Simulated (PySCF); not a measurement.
# C3H5BrSi: the cost of one run

Computed with PySCF 2.14.0, with density-fitted response routines of our own, on a single molecule in the gas phase. Atoms are numbered from 0 throughout.

## Step 1: The molecule as given

10 atoms, charge 0, multiplicity 1; geometry from: GFN2-xTB. The atoms were then displaced at random by about 0.01 Å, so the start is not that level's minimum.

Bonds of the start (Å): C0–C1 1.41, C1–C2 1.19, C2–Si3 1.89, Si3–Br4 2.22, C0–H5 1.08, C0–H6 1.12, C0–H7 1.08, Si3–H8 1.42, Si3–H9 1.46.

## Step 2: Geometry optimisation at PBE0-D3(BJ)/def2-SVP

The job: settings as JSON, then the geometry in Å.

```
{"job": {"xc": "PBE0", "basis": "def2-SVP", "d3": "d3bj", "grid": 1, "shake": 0.01, "kind": "geom"}, "charge": 0, "multiplicity": 1}
C     -2.241340     0.022470     0.041400
C     -0.829510    -0.066290     0.022740
C      0.357680    -0.163770     0.005640
Si     2.243610    -0.241060    -0.016380
Br     2.940250     1.840690    -0.326900
H     -2.705480    -0.751010    -0.555350
H     -2.553460     1.004260    -0.385750
H     -2.616610    -0.015260     1.054900
H      2.700990    -0.986100    -1.141080
H      2.754300    -0.664870     1.279720
```

Command:

```console
$ OMP_NUM_THREADS=1 python probes_run.py task.json out
```

One launch serves the whole session: the jobs run in the order shown.

**Question.** How long does this first job take on 1 thread of Arm Neoverse V2, shared host, and how much memory does it need?

About 44 s, with a peak of 0.48 GiB.
